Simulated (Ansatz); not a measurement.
# AlAs− (sextet): the correlation ladder, aug-cc-pVDZ

How much of the correlation energy of AlAs− (sextet) does each wave-function method recover here?

Method: aug-cc-pVDZ, core rule «outside noble gas», up to 19 orbitals frozen; program: Ansatz 0.2.0, Gaussian basis.

To be run: UHF; CCSD(T) on ROHF; CCSD(T) on UHF; BCCD(T) on ROHF; CISD; CCSDT(Q) on ROHF; CCSDT(Q) on UHF.

39 further runs of the same task are left out: 7 for a known fault of the program, 23 that didn't finish, 9 set aside as unsound or not needed.

## 1. The geometry

The geometry is a PBE0/def2-TZVPD stationary point (not a proven minimum) of the parent state, kept for this charge and spin. No spin-orbit coupling is included. The filled d shell of As may be among the frozen orbitals whatever the setting's name suggests; the logs give the count.

2 atoms, charge -1, spin multiplicity 6.

Atoms are counted from 1 here; the program's logs count them from 0.

Bond lengths: Al1–As2 2.421 Å.

## 2. UHF

File in.yaml:

```yaml
crystal:
  periodic: [false, false, false]
  atoms:
    - {symbol: Al, position_ang: [0.000000, 0.000000, 0.000000]}
    - {symbol: As, position_ang: [0.000000, 0.000000, 2.421000]}
basis:
  gaussian: {orbitals: aug-cc-pVDZ}
total_charge: -1
magnetization: {spin_polarized: true, initial_magnetization: 5}
hamiltonian: {xc: hf}
output: {orbitals: {seedname: orbitals}}
```

Launch:

```sh
ansatz run in.yaml --threads 1 --pin off --events-out ev --progress --plain --max-ram 2393MiB
```

Further steps of the session: CCSD(T) on ROHF; CCSD(T) on UHF; BCCD(T) on ROHF; CISD; CCSDT(Q) on ROHF; CCSDT(Q) on UHF.

Before running them: what should the planned runs give, taken together? Wanted: UCCSDT(Q) below the RHF energy; RMP2 from UCCSDT(Q); UMP2 from UCCSDT(Q); RCCSD from UCCSDT(Q); RCCSD(T) from UCCSDT(Q); UCCSD(T) from UCCSDT(Q); RCCSDT(Q) from UCCSDT(Q); T1 diagnostic.

**Answer**, as computed:

| quantity | value |
| --- | --- |
| UCCSDT(Q) below the RHF energy | -3.7985 eV |
| RMP2 from UCCSDT(Q) | +85.6 kJ/mol |
| UMP2 from UCCSDT(Q) | +87.1 kJ/mol |
| RCCSD from UCCSDT(Q) | +18.9 kJ/mol |
| RCCSD(T) from UCCSDT(Q) | +5.4 kJ/mol |
| UCCSD(T) from UCCSDT(Q) | +4.4 kJ/mol |
| RCCSDT(Q) from UCCSDT(Q) | +1.0 kJ/mol |
| levels within 1 kcal/mol (43 meV) | RCCSDT, UCCSDT, RCCSDT(Q) |
| T1 diagnostic | 0.037 |

What this shows: RCCSD(T) misses by +5.4 kJ/mol, 1.5 % of the correlation energy. These misses are within one basis, not against nature; the frozen cores of restricted and unrestricted runs differ, which can shift their rows.
